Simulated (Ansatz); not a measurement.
**Si3Te: what a guessed cell relaxes into**

The task: take a trial cell of Si3Te to zero force and stress.

Computed with Ansatz 0.2.0 (DFT PBE, scalar-relativistic, plane waves, PAW, unless a step's input says otherwise).

### 1 Starting point

Symmetry: P6/mmm, No. 191, hexagonal system. The conventional cell has a = 3.815 Å, b = 3.815 Å, c = 6.886 Å, α = 90.00°, β = 90.00°, γ = 120.00°. Si (site symmetry mmm) is surrounded by 4 Si at 1.91 Å and 2 Te at 1.91 Å. Around Te (site symmetry 6/mmm) lie 6 Si at 1.91 Å.

As a file:

```
Si Te
1.0
     3.81507    0.00000    0.00000
    -1.90754    3.30395    0.00000
     0.00000    0.00000    6.88597
Si Te
3 1
Direct
  0.50000 0.00000 0.00000
  0.00000 0.50000 0.00000
  0.50000 0.50000 0.00000
  0.00000 0.00000 0.00000
```

A structure generator made this guess: random cell by space group and Wyckoff sites (P6/mmm, No. 191). Lengths come from tabulated atomic sizes and are only a guess.

### 2 Probe: one point on a coarse mesh

Contents of input.yaml:

```yaml
crystal:
  lattice:
    - [3.81507035, 0.0, 0.0]
    - [-1.90753517, 3.30394784, 0.0]
    - [0.0, 0.0, 6.88597492]
  atoms:
    - { symbol: Si, position: [0.5, 0.0, 0.0] }
    - { symbol: Si, position: [0.0, 0.5, 0.0] }
    - { symbol: Si, position: [0.5, 0.5, 0.0] }
    - { symbol: Te, position: [0.0, 0.0, 0.0] }
basis:
  ecutwfc: 420
kpoints:
  mp_grid: { grid: [6, 6, 4] }
hamiltonian:
  xc: pbe
scf:
  occupations: { method: gaussian, width: 0.1 }
  lower_state_search: "off"
output:
  forces: true
  stress: true
  eigenvalues: true
```

Started as:

```sh
> ansatz run input.yaml --threads 1 --pin off --max-ram 2560MiB --backend cpu --events-out ev --progress --plain --runs-dir out
```

The session goes on with these runs: rough relaxation on the coarse mesh; final relaxation.

Before running it: what results should come out? Wanted: conventional cell; volume; energy over the elements; gap on the mesh.

As calculated:

```
                              quantity                                                                       value
symmetry at the end (tolerance 0.05 Å)                                                space group P6/mmm (No. 191)
                     conventional cell  a = 5.774 Å, b = 5.774 Å, c = 2.767 Å, α = 90.00°, β = 90.00°, γ = 120.00°
                                volume                                                               19.98 Å³/atom
              energy over the elements                                                               +0.65 eV/atom
                       gap on the mesh                                                                none (metal)
```

What this shows: The space group P6/mmm (No. 191) is kept, and the volume per atom shrinks by 7.9 % from the first guess. The formation energy is positive, so the separate elements lie lower. No finished test with a distortion of lower symmetry is shown, so the end may be a saddle point. Spin-orbit coupling is left out for Te.
